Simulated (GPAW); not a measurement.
TiSi2:

```
CELL_PARAMETERS angstrom
0.00000 4.11752 4.26290
2.38951 0.00000 4.26290
2.38951 4.11752 0.00000
ATOMIC_POSITIONS crystal
Ti 0.75000 0.75000 0.75000
Ti 0.50000 0.50000 0.50000
Si 0.41257 0.08743 0.41257
Si 0.08743 0.41257 0.08743
Si 0.16257 0.83743 0.16257
Si 0.83743 0.16257 0.83743
```

The cell is a database's computed one.

| Item | Value |
| --- | --- |
| Program | GPAW 26.7.0 |
| Task | relaxation of cell and atoms |
| Functional | LDA |
| Potentials or basis | the program's PAW data sets (release 1.2.1) made for this functional |
| Cutoff | 600 eV |
| Basis | pw |
| k mesh | 5 × 5 × 5 |
| Occupations | fermi-dirac, width 0.05 eV |
| Spin | no spin polarisation |

At the start: pressure -4.7 GPa; volume 13.98 Å³/atom.

How do energy, volume and symmetry change on relaxing?

Over 7 steps the energy falls by 6.0 meV/atom and the volume is 13.54 Å³/atom (-3.1 %); space group Fddd (No. 70, to 0.05 Å).

Step by step:
| step | energy change (eV) | largest force (eV/Å) | pressure (GPa) | volume (Å³) |
| --- | --- | --- | --- | --- |
| 1 | 0.0000 | 0.0088 | -4.67 | 83.88 |
| 2 | -0.0064 | 0.0094 | -4.27 | 83.64 |
| 3 | -0.0344 | 0.0129 | 0.30 | 81.13 |
| 4 | -0.0349 | 0.0110 | 0.11 | 81.22 |
| 5 | -0.0357 | 0.0042 | -0.16 | 81.33 |
| 6 | -0.0361 | 0.0044 | -0.24 | 81.34 |
| 7 | -0.0361 | 0.0089 | -0.12 | 81.26 |

Final structure:
```cif
data_structure
_symmetry_space_group_name_H-M 'P 1'
_symmetry_Int_Tables_number 1
_cell_length_a 5.8700
_cell_length_b 4.8534
_cell_length_c 4.6953
_cell_angle_alpha 75.846
_cell_angle_beta 53.295
_cell_angle_gamma 50.859
_cell_volume 81.26
loop_
_atom_site_label
_atom_site_type_symbol
_atom_site_fract_x
_atom_site_fract_y
_atom_site_fract_z
_atom_site_occupancy
Ti1 Ti 0.75000 0.75000 0.75000 1
Ti2 Ti 0.50000 0.50000 0.50000 1
Si1 Si 0.41302 0.08698 0.41302 1
Si2 Si 0.08698 0.41302 0.08698 1
Si3 Si 0.16302 0.83698 0.16302 1
Si4 Si 0.83698 0.16302 0.83698 1
```

Caveat: later steps reuse the first step's grids.
